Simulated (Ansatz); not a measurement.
**H₃LiSeSi (SMILES [Li][Se][SiH3]): functionals against CCSD(T) at one geometry**

One table from this session's results is given with a row withheld; the runs are named, their logs left out.

Computed with Ansatz 0.2.0, Gaussian basis. Level: single points in def2-TZVPP.

Cores are frozen in the correlated methods. Filled d shells of the heavier atoms are correlated. The outer core shell of Li, Na, Mg and K is correlated.

## The starting structure

SMILES `[Li][Se][SiH3]`, 6 atoms, charge 0, spin multiplicity 1.

Atoms are counted from 1 here; the program's logs count them from 0.

Bond lengths: Li1–Se2 2.260 Å, Se2–Si3 2.276 Å, Si3–H4 1.466 Å, Si3–H5 1.448 Å, Si3–H6 1.464 Å. Angles: Li1–Se2–Si3 128.3°, Se2–Si3–H4 108.0°, Se2–Si3–H5 104.6°, Se2–Si3–H6 107.8°, H4–Si3–H5 113.3°, H4–Si3–H6 110.5°, H5–Si3–H6 112.3°.

As a file:

| atom | x (Å) | y (Å) | z (Å) |
| --- | --- | --- | --- |
| Li1 | -0.2234 | -2.7857 | 1.6535 |
| Se2 | -0.9737 | -1.1287 | 0.3125 |
| Si3 | 0.1377 | 0.7287 | -0.3919 |
| H4 | 1.3391 | 0.2916 | -1.1088 |
| H5 | -0.8119 | 1.4240 | -1.2354 |
| H6 | 0.5030 | 1.5086 | 0.7921 |

Set-up of the first run:

Input file run/in.yaml:

```yaml
crystal:
  periodic: [false, false, false]
  atoms:
    - {symbol: Li, position_ang: [-0.223400, -2.785700, 1.653500]}
    - {symbol: Se, position_ang: [-0.973700, -1.128700, 0.312500]}
    - {symbol: Si, position_ang: [0.137700, 0.728700, -0.391900]}
    - {symbol: H, position_ang: [1.339100, 0.291600, -1.108800]}
    - {symbol: H, position_ang: [-0.811900, 1.424000, -1.235400]}
    - {symbol: H, position_ang: [0.503000, 1.508600, 0.792100]}
basis:
  gaussian: {orbitals: def2-TZVPP}
correlation: {method: ccsd_t}
output: {forces: true}
```

The command line of these runs was not kept.

Steps of the session up to this table: CCSD(T)/def2-TZVPP; PBE0-D4/def2-TZVPP; wB97M-V/def2-TZVPP; r2SCAN-D4/def2-TZVPP; PBE-D4/def2-TZVPP; BLYP-D4/def2-TZVPP; LC-wPBE/def2-TZVPP.

One table of the session follows, with a row left open; its other results are not shown here.

```
   method  RMS force component (eV/Å)  angle to CCSD(T) forces (°)  dipole (D)
  CCSD(T)                       0.471                    reference        7.02
  PBE0-D4                       0.496                          5.5        6.85
  wB97M-V                       0.453                          4.6        6.88
r2SCAN-D4                       0.490                          3.4        6.95
   PBE-D4                       0.501                         13.8        6.68
  BLYP-D4                           ?                            ?           ?
  LC-wPBE                       0.533                          8.1        7.02
```

Estimate the missing values for BLYP-D4.

**Answer.** RMS force component (eV/Å): 0.432; angle to CCSD(T) forces (°): 17.7; dipole (D): 6.58. In the column «RMS force component (eV/Å)» it is the lowest.
